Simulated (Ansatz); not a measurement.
# Al2P: what a guessed cell relaxes into

Where does this trial cell of Al2P go when cell and atoms are let free?

Method: DFT PBE, scalar-relativistic, plane waves, PAW, in Ansatz 0.2.0.

2 further runs of the same task are left out: 1 that didn't finish, 1 set aside as unsound or not needed.

## (1) The structure to begin with

The structure is cubic, space group Fd-3m (No. 227). Conventional cell: a = 7.463 Å, b = 7.463 Å, c = 7.463 Å, α = 90.00°, β = 90.00°, γ = 90.00°. Al (site symmetry -3m) has 6 Al at 2.64 Å and 6 P at 3.09 Å as nearest neighbours. P (site symmetry -43m) has 12 Al at 3.09 Å as nearest neighbours.

As a file:

```xyz
6
Lattice="0.0000 3.7314 3.7314 3.7314 0.0000 3.7314 3.7314 3.7314 0.0000" Properties=species:S:1:pos:R:3 pbc="T T T"
Al    4.6643    2.7986    2.7986
Al    2.7986    2.7986    4.6643
Al    2.7986    4.6643    2.7986
Al    4.6643    4.6643    4.6643
P     0.0000    0.0000    0.0000
P     1.8657    1.8657    1.8657
```

The cell is invented: species swapped into a database cell of ErFe2 (Fd-3m, No. 227), with P on the Er sites and Al on the Fe sites. The dimensions are guesses.

## (2) Probe: one point on a coarse mesh

Contents of input.yaml:

```yaml
crystal:
  lattice:
    - [0.0, 3.73141683, 3.73141683]
    - [3.73141683, 0.0, 3.73141683]
    - [3.73141683, 3.73141683, 0.0]
  atoms:
    - { symbol: Al, position: [0.125, 0.625, 0.625] }
    - { symbol: Al, position: [0.625, 0.625, 0.125] }
    - { symbol: Al, position: [0.625, 0.125, 0.625] }
    - { symbol: Al, position: [0.625, 0.625, 0.625] }
    - { symbol: P, position: [0.0, 0.0, 0.0] }
    - { symbol: P, position: [0.25, 0.25, 0.25] }
basis:
  ecutwfc: 420
kpoints:
  mp_grid: { grid: [4, 4, 4] }
hamiltonian:
  xc: pbe
scf:
  occupations: { method: gaussian, width: 0.1 }
  lower_state_search: "off"
output:
  forces: true
  stress: true
  eigenvalues: true
```

Run with:

```sh
ansatz run input.yaml --threads 1 --pin off --max-ram 2048MiB --backend cpu --events-out ev --progress --plain --runs-dir out
```

Standard output:

```text
[... 32 lines left out ...]
SCF 1 converged in 6 iterations: F = -3658.693142 eV  dr2 = 3.14e-10
SCF converged after 6 iterations
Free energy (F): -3658.693142 eV
Harris-Foulkes:  -3658.693142 eV  (|F-HF|=1.16e-10)
Internal energy: -3658.664791 eV  (E = F + TS)
E sigma→0 (E₀):  -3658.678966 eV
Entropy (-TS):   -0.028351 eV (-4.725 meV/atom)
Fermi energy:    7.986094 eV
--- Per-component energies (eV) ---
  E_band       = 61.106890
  E_kinetic    = 222.838644
  E_local      = -55.707434  (includes V_loc(G=0)·N_el)
  E_nonlocal   = 109.872899
  E_hartree    = 23.055879
  E_xc         = -278.049328
  E_vxc        = -232.363505  (∫ρ·V_xc dr)
  E_paw        = -3007.818191  (= ΣΔE_a)
  E_vpaw       = -29.645480  (= ΣTr[D̂ρ^β])
  E_aug_tail   = -0.000002  (compensation charges beyond the density's cutoff)
  E_ewald      = -672.857259
  E_smearing   = -0.028351  (= −TS)
  E_closure    = 0.000000  (closes the sum)
  Σ components = -3658.693142   (vs F -3658.693142, Δ=0.00e0)
--- Forces (eV/Å), atoms counted from 1 ---
  atom   1  Al     0.00000000    -0.00000000     0.00000000
  atom   2  Al     0.00000000     0.00000000     0.00000000
  atom   3  Al     0.00000000     0.00000000     0.00000000
  atom   4  Al     0.00000000    -0.00000000     0.00000000
  atom   5  P      0.00000000     0.00000000     0.00000000
  atom   6  P      0.00000000     0.00000000     0.00000000
  max |Σ_I F_I| component: 1.85e-17 eV/Å
--- Stress (GPa, compression-positive) ---
       -1.072483      -0.000000      -0.000000
       -0.000000      -1.072483      -0.000000
        0.000000       0.000000      -1.072483
  P = ⅓ Tr σ = -1.0725 GPa (-10.725 kbar)
--- Band table (eV; the first three rows and the last of 8) ---
  k-point 0: bands = ["-4.7888", "-0.7425", "1.0562", "3.6579", "3.9154", "3.9154", "3.9154", "4.2370", "4.2370", "4.2370", "6.3835", "6.3835", "6.3835", "7.4864", "7.4864", "11.8207", "11.8207"]
  k-point 1: bands = ["-4.3736", "-1.3321", "0.2061", "2.5521", "3.3179", "3.3179", "3.9958", "4.5747", "4.5747", "6.0728", "6.0728", "6.9503", "8.5744", "9.3356", "9.7388", "9.7388", "10.9642"]
  k-point 2: bands = ["-3.5568", "-2.4735", "-0.2767", "2.0153", "3.2335", "3.2335", "3.8928", "3.8928", "5.9277", "6.3118", "8.0238", "8.0238", "8.7080", "8.7080", "9.5142", "11.6360", "12.4519"]
  k-point 7: bands = ["-2.7052", "-2.7052", "-0.4962", "-0.4962", "3.6305", "3.6305", "4.0580", "4.0580", "7.9599", "7.9599", "8.6105", "8.6105", "8.9907", "8.9907", "9.4563", "9.4563", "11.9663"]
```

Run time: 1.2 s. Hardware: 1 thread of Arm Neoverse V1, shared host; peak memory 0.3 GiB.

Read-out: pressure -1.1 GPa, largest force 0.00 eV/Å, gap on this mesh none (metal). The coarse relaxation is skipped.

## (3) Final relaxation

input.yaml: that of step 2 with these lines changed.

```diff
@@ -15,3 +15,3 @@
 kpoints:
-  mp_grid: { grid: [4, 4, 4] }
+  mp_grid: { grid: [10, 10, 10] }
 hamiltonian:
@@ -20,3 +20,2 @@
   occupations: { method: gaussian, width: 0.1 }
-  lower_state_search: "off"
 output:
@@ -25 +24,6 @@
   eigenvalues: true
+relax:
+  adjacent_minimum: "off"
+  f_tol: 0.01
+  max_steps: 80
+  cell: { stress_tol: 0.05 }
```

Run with:

```sh
ansatz run input.yaml --threads 1 --pin off --max-ram 2048MiB --backend cpu --events-out ev --progress --plain --runs-dir out
```

Standard output:

```text
Warning: RAYON_NUM_THREADS=1 ignored (pool sized by the plan → 1); use --threads N
Engine: ansatz 0.2.0, aarch64-unknown-linux-gnu
Pseudopotentials: kind: paw
Pseudopotential: Al, paw, valence charge 3, recommended cutoff 420 eV (normal), Al.paw.azcp
Pseudopotential: P, paw, valence charge 5, recommended cutoff 420 eV (normal), P.paw.azcp
Functional definition: PBE
  parameter kappa = 0.804
  parameter beta = 0.06672455060314922
  exchange = pbe_x(kappa = kappa, mu = beta*pi^2/3)
  correlation = pbe_c(beta = beta)
Crystal: 6 atoms, lattice volume = 103.909 Å³
Basis set: ecut = 420 eV, 2085 PW (Γ), exchange–correlation on 72×72×72 points (8 copies of the dense FFT grid, shifted against one another)
Bands: 17, of which v1, the nominal top of the filled ones, is band 11 counted from 1 (10 counted from 0)
Symmetry: 48 space group operations
Space group: Fd-3m (ITA 227), of the structure as read, at distance tolerance 4.7e-5 Å
k-points: 47 of 1000
Non-local potential: Al, projectors of the file, l = 0: 2, l = 1: 2, l = 2: 1
Non-local potential: P, projectors of the file, l = 0: 2, l = 1: 2, l = 2: 2
PAW form: soft (Blöchl's): semilocal exchange-correlation on the pseudo side does not see the compensation charge
PAW one-centre angular grid: Al, 110 points (default); XC on 64 Gauss nodes
PAW one-centre angular grid: P, 110 points (default); XC on 64 Gauss nodes
Initial density: superposition of atomic densities (neutral atoms: chi_scale 0, normalization atom), corrected by the library's trained network
Initial wavefunctions: pseudopotential atomic-orbital guess
Functional: x = pbe(κ = 0.804, μ = 0.2195149727645171), c = pbe(β = 0.06672455060314922)
SCF iter   1: F=—  HF=-3658.691823 eV  |F-HF|=—  |Δ(HF+E_count)|=         —  Δρ=1.49e-3  dr2=2.37e-3  ethr=1.77e-3  ⟨swp⟩=7.9  Hψ=5465  notcnv=0
preconditioner: auto → Kerker (q_TF=auto, 2.106 Å⁻¹)  [metal: Δε(μ)=0.026 eV  Ē_g=6.894 eV  σ=0.100 eV  W_gap=0.14  n_scr=14 (ndim 8)  ℏωp=17.1 eV  f_vac=0.000  D(μ)=2.82/eV (n_scr^D=14)]
SCF iter   2: F=—  HF=-3658.692169 eV  |F-HF|=—  |Δ(HF+E_count)|=   3.46e-4  Δρ=8.20e-4  dr2=8.49e-4  ethr=1.08e-5  ⟨swp⟩=2.2  Hψ=1632  notcnv=0
SCF iter   3: F=—  HF=-3658.692154 eV  |F-HF|=—  |Δ(HF+E_count)|=   1.49e-5  Δρ=3.04e-4  dr2=1.10e-4  ethr=3.86e-6  ⟨swp⟩=2.1  Hψ=1204  notcnv=0
SCF iter   4: F=—  HF=-3658.692137 eV  |F-HF|=—  |Δ(HF+E_count)|=   1.74e-5  Δρ=5.57e-5  dr2=6.06e-6  ethr=5.00e-7  ⟨swp⟩=2.1  Hψ=1298  notcnv=0
SCF iter   5: F=—  HF=-3658.692090 eV  |F-HF|=—  |Δ(HF+E_count)|=   4.70e-5  Δρ=6.05e-6  dr2=3.39e-8  ethr=2.76e-8  ⟨swp⟩=2.5  Hψ=1241  notcnv=0
SCF iter   6: F=-3658.692090 eV  HF=-3658.692090 eV  |F-HF|=7.46e-11  |Δ(HF+E_count)|=   2.01e-9  Δρ=8.87e-7  dr2=6.10e-10  ethr=1.54e-10  ⟨swp⟩=5.6  Hψ=3914  notcnv=0
SCF 1 converged in 6 iterations: F = -3658.692090 eV  dr2 = 6.10e-10
relax step   1: F+E_penalty+E_count = -3658.69208996 eV  Δ(F+E_penalty+E_count) = +0.000e0 eV  max|allowed force component| = 4.009e-17 eV/Å  Δτ_max = 0.0000 Å  P = -1.656 GPa  Ω = 103.909 Å³  (6 SCF iters, dr2 threshold 1.00e-7 eV, accepted)
Crystal: 6 atoms, lattice volume = 101.689 Å³
Basis set: ecut = 420 eV, 1989 PW (Γ), exchange–correlation on 72×72×72 points (8 copies of the dense FFT grid, shifted against one another)
Initial density: handed on by an earlier stage of this run
Initial wavefunctions: those handed on with the density
iter 1 solved again at ethr=2.15e-5 eV; its pass at ethr=3.10e-3 eV (dr2=4.73e-3 eV) is discarded
SCF iter   1: F=—  HF=-3658.707116 eV  |F-HF|=—  |Δ(HF+E_count)|=         —  Δρ=1.26e-3  dr2=4.86e-3  ethr=2.15e-5  ⟨swp⟩=1.7  Hψ=5615  notcnv=0
preconditioner: auto → Kerker (q_TF=auto, 2.114 Å⁻¹)  [metal: Δε(μ)=0.044 eV  Ē_g=6.985 eV  σ=0.100 eV  W_gap=0.24  n_scr=14 (ndim 8)  ℏωp=17.3 eV  f_vac=0.000  D(μ)=2.66/eV (n_scr^D=14)]
SCF iter   2: F=—  HF=-3658.705977 eV  |F-HF|=—  |Δ(HF+E_count)|=   1.14e-3  Δρ=5.62e-4  dr2=7.00e-4  ethr=2.15e-5  ⟨swp⟩=1.2  Hψ=858  notcnv=0
SCF iter   3: F=—  HF=-3658.705760 eV  |F-HF|=—  |Δ(HF+E_count)|=   2.18e-4  Δρ=1.81e-4  dr2=4.55e-5  ethr=3.18e-6  ⟨swp⟩=2.3  Hψ=1220  notcnv=0
SCF iter   4: F=—  HF=-3658.705691 eV  |F-HF|=—  |Δ(HF+E_count)|=   6.84e-5  Δρ=1.69e-5  dr2=3.12e-7  ethr=2.73e-9  ⟨swp⟩=5.1  Hψ=4640  notcnv=0
SCF iter   5: F=-3658.705691 eV  HF=-3658.705691 eV  |F-HF|=6.25e-10  |Δ(HF+E_count)|=   4.69e-8  Δρ=2.80e-6  dr2=7.24e-9  ethr=1.42e-9  ⟨swp⟩=2.0  Hψ=2789  notcnv=0
SCF 2 converged in 5 iterations: F = -3658.705691 eV  dr2 = 7.24e-9
relax step   2: F+E_penalty+E_count = -3658.70569131 eV  Δ(F+E_penalty+E_count) = -1.360e-2 eV  max|allowed force component| = 2.652e-16 eV/Å  Δτ_max = 0.0000 Å  P = -0.199 GPa  Ω = 101.689 Å³  energy of the carried Pulay correction = +5.531e-4 eV  (5 SCF iters, dr2 threshold 6.00e-7 eV, accepted)
Crystal: 6 atoms, lattice volume = 101.392 Å³
iter 1 solved again at ethr=3.90e-7 eV; its pass at ethr=3.10e-3 eV (dr2=8.57e-5 eV) is discarded
SCF iter   1: F=—  HF=-3658.706023 eV  |F-HF|=—  |Δ(HF+E_count)|=         —  Δρ=1.73e-4  dr2=9.07e-5  ethr=3.90e-7  ⟨swp⟩=2.4  Hψ=5490  notcnv=0
preconditioner: auto → Kerker (q_TF=auto, 2.115 Å⁻¹)  [metal: Δε(μ)=0.058 eV  Ē_g=7.001 eV  σ=0.100 eV  W_gap=0.31  n_scr=14 (ndim 8)  ℏωp=17.3 eV  f_vac=0.000  D(μ)=2.61/eV (n_scr^D=14)]
SCF iter   2: F=—  HF=-3658.705948 eV  |F-HF|=—  |Δ(HF+E_count)|=   7.51e-5  Δρ=7.68e-5  dr2=1.31e-5  ethr=3.90e-7  ⟨swp⟩=1.3  Hψ=882  notcnv=0
SCF iter   3: F=—  HF=-3658.705944 eV  |F-HF|=—  |Δ(HF+E_count)|=   4.13e-6  Δρ=2.49e-5  dr2=8.82e-7  ethr=5.94e-8  ⟨swp⟩=2.2  Hψ=1209  notcnv=0
SCF iter   4: F=-3658.705944 eV  HF=-3658.705944 eV  |F-HF|=1.84e-9  |Δ(HF+E_count)|=   3.09e-7  Δρ=2.41e-6  dr2=6.53e-9  ethr=4.52e-10  ⟨swp⟩=5.2  Hψ=3487  notcnv=0
SCF 3 converged in 4 iterations: F = -3658.705944 eV  dr2 = 6.53e-9
relax step   3: F+E_penalty+E_count = -3658.70594375 eV  Δ(F+E_penalty+E_count) = -2.524e-4 eV  max|allowed force component| = 3.701e-16 eV/Å  Δτ_max = 0.0000 Å  P = +0.008 GPa  Ω = 101.392 Å³  energy of the carried Pulay correction = +6.279e-4 eV  (4 SCF iters, dr2 threshold 9.95e-8 eV, accepted)
Initial wavefunctions: pseudopotential atomic-orbital guess (no wavefunctions were taken with the density)
iter 1 solved again at ethr=5.64e-7 eV; its pass at ethr=3.10e-3 eV (dr2=1.24e-4 eV) is discarded
SCF iter   1: F=—  HF=-3658.705458 eV  |F-HF|=—  |Δ(HF+E_count)|=         —  Δρ=1.49e-5  dr2=3.83e-8  ethr=5.64e-7  ⟨swp⟩=2.9  Hψ=7387  notcnv=0
eigensolver tolerance schedule: the retry pair's looser diagonalisation over-reported the residual by 3234.78 of it (diagonalisation noise at 1.43 of the residual, at the tolerance the schedule requests for it); recorded, not acted on — ethr = c·dr2/N_el stays at c = 1.0e-1
preconditioner: auto → Kerker (q_TF=auto, 2.115 Å⁻¹)  [metal: Δε(μ)=0.060 eV  Ē_g=7.002 eV  σ=0.100 eV  W_gap=0.32  n_scr=14 (ndim 8)  ℏωp=17.3 eV  f_vac=0.000  D(μ)=2.61/eV (n_scr^D=14)]
SCF iter   2: F=—  HF=-3658.705404 eV  |F-HF|=—  |Δ(HF+E_count)|=   5.42e-5  Δρ=7.95e-6  dr2=8.29e-9  ethr=1.74e-10  ⟨swp⟩=2.6  Hψ=1483  notcnv=0
SCF iter   3: F=—  HF=-3658.705404 eV  |F-HF|=—  |Δ(HF+E_count)|=   6.74e-8  Δρ=1.45e-6  dr2=5.02e-10  ethr=3.77e-11  ⟨swp⟩=2.1  Hψ=1297  notcnv=0
SCF iter   4: F=-3658.705404 eV  HF=-3658.705404 eV  |F-HF|=5.91e-12  |Δ(HF+E_count)|=   2.07e-9  Δρ=1.59e-7  dr2=3.20e-11  ethr=1.00e-12  ⟨swp⟩=6.6  Hψ=3782  notcnv=0
SCF 4 converged in 4 iterations: F = -3658.705404 eV  dr2 = 3.20e-11
relax step   4: F+E_penalty+E_count = -3658.70540386 eV  Δ(F+E_penalty+E_count) = +5.399e-4 eV  max|allowed force component| = 3.454e-16 eV/Å  Δτ_max = 0.0000 Å  P = -0.003 GPa  Ω = 101.392 Å³  stress off target by 2.68e-3 GPa  SCF on the basis re-selected at this cell (its energy is not comparable with the rows above)  (4 SCF iters)
basis re-selected at this cell: Δ(F+E_penalty+E_count) = +5.399e-4 eV, ΔP = -0.011 GPa vs the last step (what re-selecting the basis moved, of the pressure what is left beyond the Pulay correction that the steps carried, after the strain that the cell walked since its last selection, with what the two solves' SCF thresholds leave and, on support functions, any second-order correction that the steps lacked; it is no measure of the basis error at this ecutwfc). This SCF's stress stands 2.68e-3 GPa from its target on what of the cell is left free (relax.cell.stress_tol is 5.00e-2 GPa) and its largest allowed force component is 3.45e-16 eV/Å (relax.f_tol is 1.00e-2 eV/Å): within both
SCF converged after 4 iterations
Free energy (F): -3658.705404 eV
Harris-Foulkes:  -3658.705404 eV  (|F-HF|=5.91e-12)
Internal energy: -3658.692355 eV  (E = F + TS)
E sigma→0 (E₀):  -3658.698880 eV
Entropy (-TS):   -0.013049 eV (-2.175 meV/atom)
Fermi energy:    8.137352 eV
--- Per-component energies (eV) ---
  E_band       = 65.637955
  E_kinetic    = 224.788279
  E_local      = -50.400691  (includes V_loc(G=0)·N_el)
  E_nonlocal   = 109.845527
  E_hartree    = 22.379263
  E_xc         = -278.987227
  E_vxc        = -233.606726  (∫ρ·V_xc dr)
  E_paw        = -3007.938972  (= ΣΔE_a)
  E_vpaw       = -29.746961  (= ΣTr[D̂ρ^β])
  E_aug_tail   = -0.000002  (compensation charges beyond the density's cutoff)
  E_ewald      = -678.378531
  E_smearing   = -0.013049  (= −TS)
  E_closure    = -0.000000  (closes the sum)
  Σ components = -3658.705404   (vs F -3658.705404, Δ=0.00e0)
--- Forces (eV/Å), atoms counted from 1 ---
  atom   1  Al     0.00000000     0.00000000     0.00000000
  atom   2  Al     0.00000000    -0.00000000     0.00000000
  atom   3  Al     0.00000000    -0.00000000    -0.00000000
  atom   4  Al     0.00000000    -0.00000000    -0.00000000
  atom   5  P     -0.00000000    -0.00000000    -0.00000000
  atom   6  P      0.00000000     0.00000000     0.00000000
  max |Σ_I F_I| component: 3.70e-17 eV/Å
--- Stress (GPa, compression-positive) ---
       -0.002675      -0.000000      -0.000000
       -0.000000      -0.002675      -0.000000
       -0.000000      -0.000000      -0.002675
  P = ⅓ Tr σ = -0.0027 GPa (-0.027 kbar)
--- Band table (eV; the first three rows and the last of 47) ---
  k-point 0: bands = ["-4.6836", "-0.4552", "1.3090", "3.8501", "4.0939", "4.0939", "4.0939", "4.4317", "4.4317", "4.4317", "6.6598", "6.6598", "6.6598", "7.7170", "7.7170", "12.2232", "12.2232"]
  k-point 1: bands = ["-4.6138", "-0.5551", "1.1168", "3.4705", "3.8161", "3.8373", "3.8373", "4.7511", "4.7511", "5.3495", "6.2530", "6.2530", "7.0981", "8.3403", "8.3403", "11.5642", "12.1038"]
  k-point 2: bands = ["-4.4076", "-0.8597", "0.6496", "2.9754", "3.5773", "3.5773", "3.9668", "4.9186", "4.9186", "6.0851", "6.0851", "6.5840", "8.1811", "9.4287", "9.4287", "10.3203", "11.6753"]
  k-point 46: bands = ["-2.5308", "-2.5308", "-0.3155", "-0.3155", "3.4087", "3.4087", "4.7288", "4.7288", "8.1963", "8.1963", "8.9320", "8.9320", "9.3600", "9.3600", "9.7971", "9.7971", "12.1327"]
--- Relaxed structure (3 steps of the walk, 3 accepted, 1 SCFs on fresh bases) ---
  F+E_penalty+E_count = -3658.70540386 eV   max|allowed force component| = 3.454e-16 eV/Å   (the final SCF, on the basis selected at the relaxed cell)
  cell:  # Å, volume = 101.3920 Å³
    - [4.2036819271388605e-34, 3.701047104805013, 3.701047104805013]
    - [3.701047104805013, 2.4203017156254044e-34, 3.701047104805013]
    - [3.701047104805013, 3.701047104805013, 2.2929174148030154e-34]
  atoms:
    - { symbol: Al, position: [0.125, 0.625, 0.625] }
    - { symbol: Al, position: [0.625, 0.625, 0.125] }
    - { symbol: Al, position: [0.625, 0.125, 0.625] }
    - { symbol: Al, position: [0.625, 0.625, 0.625] }
    - { symbol: P, position: [7.870896520775842e-35, -5.29613775710608e-34, 7.65583858253919e-35] }
    - { symbol: P, position: [0.25, 0.25, 0.25] }
```

It took 21 s on 1 thread of Arm Neoverse V1, shared host; peak memory 0.38 GiB.

Relaxation path:

```csv
step,energy from step 1 (eV/cell),largest force component (eV/Å),pressure (GPa),volume (Å³)
1,0.0000,0.0000,-1.66,103.91
2,-0.0136,0.0000,-0.20,101.69
3,-0.0139,0.0000,0.01,101.39
4,-0.0133,0.0000,0.00,101.39
```

Step 1 is the start. Step 4 repeats the geometry before it on a plane-wave basis chosen anew for that cell, so its energy need not be comparable with the rows above.

Lengths and angles in the start's conventional setting:

|  | before | after | change |
| --- | --- | --- | --- |
| a (Å) | 7.463 | 7.402 | -0.8 % |
| b (Å) | 7.463 | 7.402 | -0.8 % |
| c (Å) | 7.463 | 7.402 | -0.8 % |
| volume (Å³/atom) | 17.32 | 16.90 | -2.4 % |
| shortest distance (Å) | 2.639 | 2.617 | -0.8 % |
| space group (0.01 Å) | Fd-3m | Fd-3m | same |

Forces and stress were held to the start's 48 operations: a distortion of lower symmetry was not tested.

## (4) Results

| quantity | value |
| --- | --- |
| symmetry at the end (tolerance 0.05 Å) | space group Fd-3m (No. 227) |
| conventional cell | a = 7.402 Å, b = 7.402 Å, c = 7.402 Å, α = 90.00°, β = 90.00°, γ = 90.00° |
| volume | 16.90 Å³/atom |
| energy over the elements, black P | +0.44 eV/atom |
| gap on the mesh | none (metal) |

**Reading.** The space group Fd-3m (No. 227) is kept, and the volume per atom shrinks by 2.4 % from the first guess. With a positive formation energy it can't be a ground state. No finished test with a distortion of lower symmetry is shown, so the end may be a saddle point.
